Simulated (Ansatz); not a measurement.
# CO on Pd (Palladium) (100)

This session takes Pd (Palladium) and sets out to compare the adsorption sites of CO.

Method: DFT RPBE, scalar-relativistic, plane waves, PAW, in Ansatz 0.2.0.

3 further runs of the same task are left out: 3 set aside as unsound or not needed.

## Step 1: Starting point

It takes space group P4mm (No. 99, tetragonal). The conventional cell has a = 2.814 Å, b = 2.814 Å, c = 22.969 Å, α = 90.00°, β = 90.00°, γ = 90.00°. Around Pd (site symmetry 4mm) lie 8 Pd at 2.81 Å. Pd (site symmetry 4mm) has 12 Pd at 2.80 to 2.81 Å in its first shell of neighbours. Pd (site symmetry 4mm) has 12 Pd at 2.79 to 2.81 Å in its first shell of neighbours. Pd (site symmetry 4mm) has 8 Pd at 2.79 to 2.81 Å in its first shell of neighbours.

Coordinates:

```xyz
8
Lattice="3.9795 0.0000 0.0000 0.0000 3.9795 0.0000 0.0000 0.0000 22.9692" Properties=species:S:1:pos:R:3 pbc="T T T"
Pd    0.0000    1.9897    8.5000
Pd    1.9897    0.0000    8.5000
Pd    1.9897    1.9897   10.4897
Pd    0.0000    0.0000   10.4897
Pd    0.0000    1.9897   12.4576
Pd    1.9897    0.0000   12.4576
Pd    1.9897    1.9897   14.4174
Pd    0.0000    0.0000   14.4174
```

Planes are indexed in the bulk's conventional cell (Fm-3m (No. 225)), a = 3.979 Å, b = 3.979 Å, c = 3.979 Å, α = 90.00°, β = 90.00°, γ = 90.00°.

This (100) slab, 6.0 Å thick as cut, with 17 Å of vacuum; its outer planes are Pd (top) and Pd (bottom), was relaxed beforehand with its lower half held: -55842.0093 eV, work function 4.85 eV.

## Step 2: CO put at a top (Pd) site

input.yaml

```yaml
crystal:
  lattice:
    - [3.9794748157, 0.0, 0.0]
    - [0.0, 3.9794748157, 0.0]
    - [0.0, 0.0, 26.1192122235]
  atoms:
    - { symbol: Pd, position: [0.0, 0.5, 0.3254309482] }
    - { symbol: Pd, position: [0.5, 0.0, 0.3254309482] }
    - { symbol: Pd, position: [0.5, 0.5, 0.4016100224] }
    - { symbol: Pd, position: [0.0, 0.0, 0.4016100224] }
    - { symbol: Pd, position: [0.0, 0.5, 0.4769498008] }
    - { symbol: Pd, position: [0.5, 0.0, 0.4769498008] }
    - { symbol: Pd, position: [0.5, 0.5, 0.5519846533] }
    - { symbol: Pd, position: [0.0, 0.0, 0.5519846533] }
    - { symbol: C, position: [0.5, 0.5, 0.6362138399] }
    - { symbol: O, position: [0.5, 0.5, 0.6802427329] }
basis:
  ecutwfc: 420
kpoints:
  mp_grid: { grid: [7, 7, 1] }
hamiltonian:
  xc: rpbe
scf:
  occupations: { method: gaussian, width: 0.1 }
output:
  forces: true
  eigenvalues: true
relax:
  adjacent_minimum: "off"
  f_tol: 0.03
  max_steps: 70
  constraints: [{ sites: [0, 1, 2, 3] }]
efield:
  axis: 3
  dipole_correction: true
```

Launch:

```console
$ ansatz run input.yaml --threads 2 --pin off --max-ram 5120MiB --backend cpu --events-out ev --progress --plain --runs-dir out
```

Further runs follow: CO at the bridge (Pd-Pd) site; start: CO, hollow over Pd.

Q: Predict the outcome of this session. Wanted: CO: lowest end.

The runs gave:

| quantity | value |
| --- | --- |
| CO: lowest end | from the bridge (Pd-Pd) start, 2 bonded, 1.43 Å high |

What this shows: It raises the work function by 1.39 eV, as a dipole layer with its negative end outwards does. A start on a symmetric site keeps its symmetry, so an end may be a saddle point and not a minimum.
